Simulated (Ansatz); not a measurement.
**ZrCl (sextet): the correlation ladder, def2-QZVPP**

One table from this session's results is given with a row withheld; the runs are named, their logs left out.

Program: Ansatz 0.2.0, Gaussian basis. Level of theory: def2-QZVPP, core rule «outside noble gas», up to 9 orbitals frozen. These are calculated values, not measurements.

The runs, in order: UHF; ROHF; CCSD(T) on UHF.

### What is computed

The geometry is a PBE0/def2-TZVP stationary point (not a proven minimum) of the parent state, kept for this charge and spin. No spin-orbit coupling is included. Elements past krypton take def2 core potentials.

2 atoms, charge 0, spin multiplicity 6.

Atoms are counted from 1 here; the program's logs count them from 0.

Bond lengths: Zr1–Cl2 2.345 Å.

Geometry (Å):

```
Zr    0.0000    0.0000    0.0000
Cl    0.0000    0.0000    2.3446
```

The first run:

in.yaml

```yaml
crystal:
  periodic: [false, false, false]
  atoms:
    - {symbol: Zr, position_ang: [0.000000, 0.000000, 0.000000]}
    - {symbol: Cl, position_ang: [0.000000, 0.000000, 2.344575]}
basis:
  gaussian: {orbitals: "def2-QZVPP.json"}
magnetization: {spin_polarized: true, initial_magnetization: 5}
hamiltonian: {xc: hf}
output: {orbitals: {seedname: orbitals}}
```

Started as:

```bash
$ ansatz run in.yaml --threads 1 --pin off --events-out ev --progress --plain --max-ram 4096MiB --backend cpu
```

Among the steps run: UHF; ROHF; CCSD(T) on UHF.

One of the session's tables, all rows but one given; the rest of the session is left out.

It belongs to the step «Misses and costs». 

```
  method  from UCCSD(T) (kcal/mol)
    ROHF                         ?
     UHF                   +164.87
    UMP2                    +24.61
   UCCSD                     +6.54
UCCSD(T)                         0
```

Q: Estimate the row for ROHF from the others.

The run gave: from UCCSD(T) (kcal/mol): +171.99. In the column «from UCCSD(T) (kcal/mol)» it is the highest.
